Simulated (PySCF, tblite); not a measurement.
# C₉H₁₄: geometry, infrared bands and NMR shifts

Wanted: the infrared bands and NMR shifts of C₉H₁₄ (`CCC1=CC=CC1(C)C`), by calculation.

The runs use tblite 0.8.0 and PySCF 2.14.0, with density-fitted response routines of our own; the level of theory stands in each step. All values are computed, except where a source is named. Atoms count from 0, in the outputs and in this text.

## Step 1: The molecule as given

23 atoms, charge 0, multiplicity 1; geometry from: force field or distance geometry start.

Bonds of the start (Å): C0–C1 1.53, C1–C2 1.49, C2–C3 1.35, C3–C4 1.44, C4–C5 1.34, C5–C6 1.52, C6–C7 1.52, C6–C8 1.54, C6–C2 1.53, C0–H9 1.09, C0–H10 1.09, C0–H11 1.09, C1–H12 1.11, C1–H13 1.09, C3–H14 1.08, C4–H15 1.08, C5–H16 1.08, C7–H17 1.11, C7–H18 1.09, C7–H19 1.09, C8–H20 1.08, C8–H21 1.10, C8–H22 1.11.

## Step 2: Relaxing the molecule with GFN2-xTB

Job settings and geometry (Å):

```
{"job": {"kind": "relax", "xc": "GFN2-xTB", "basis": "xTB"}, "charge": 0, "multiplicity": 1}
C      2.905100     0.289200    -0.404800
C      1.556800    -0.436800    -0.469800
C      0.393300     0.323000     0.064300
C      0.343300     1.578600     0.561300
C     -1.003000     1.906200     0.954700
C     -1.818900     0.876900     0.675000
C     -1.022900    -0.263600     0.070700
C     -1.530100    -0.571500    -1.332100
C     -1.117200    -1.509500     0.971600
H      2.867900     1.208500    -0.996800
H      3.688700    -0.347600    -0.805500
H      3.160300     0.550700     0.626900
H      1.655300    -1.370600     0.120400
H      1.375200    -0.722600    -1.504900
H      1.173500     2.255900     0.695000
H     -1.294500     2.854200     1.392700
H     -2.877400     0.860900     0.864000
H     -2.593400    -0.876900    -1.317000
H     -0.974300    -1.395400    -1.786900
H     -1.444100     0.293600    -1.994600
H     -0.555700    -2.338300     0.558400
H     -2.163700    -1.833300     1.076800
H     -0.728900    -1.304300     1.990700
```

Command:

```
OMP_NUM_THREADS=1 python probes_run.py task.json out
```

The driver reads the jobs from task.json and runs them one after another.

**Question.** This job is followed by: GFN2-xTB harmonic vibrations, gas phase; GIAO PBE0/pcSseg-1 NMR shielding, non-relativistic, gas phase. Predict these results of the whole session: strongest single infrared mode (GFN2-xTB); zero-point energy (GFN2-xTB); 13C shifts against TMS (PBE0/pcSseg-1, means over atoms taken as alike); 1H shifts against TMS (PBE0/pcSseg-1, means over atoms taken as alike).

As calculated:

```
                                                               quantity                                                   value
                              strongest single infrared mode (GFN2-xTB)                                    3038 cm⁻¹, 85 km/mol
                                           zero-point energy (GFN2-xTB)                                          127.0 kcal/mol
13C shifts against TMS (PBE0/pcSseg-1, means over atoms taken as alike)  170.3, 155.4, 135.9, 128.1, 55.9, 24.4, 23.7, 13.0 ppm
 1H shifts against TMS (PBE0/pcSseg-1, means over atoms taken as alike)                  6.56, 6.54, 6.11, 2.22, 1.35, 1.10 ppm
```

**Reading.** Relaxing lowered the energy by 0.062 eV in 26 steps; the close pair that moved most is C8–H22, from 1.110 to 1.088 Å. All 63 modes are real, so the xTB geometry is a minimum. GFN2-xTB is a fitted tight-binding method: band positions and strengths are rough. Its intensities can rank the bands wrongly. At PBE0/pcSseg-1: The widest tensor belongs to C2: span 217 ppm, with a paramagnetic part of -246 ppm.
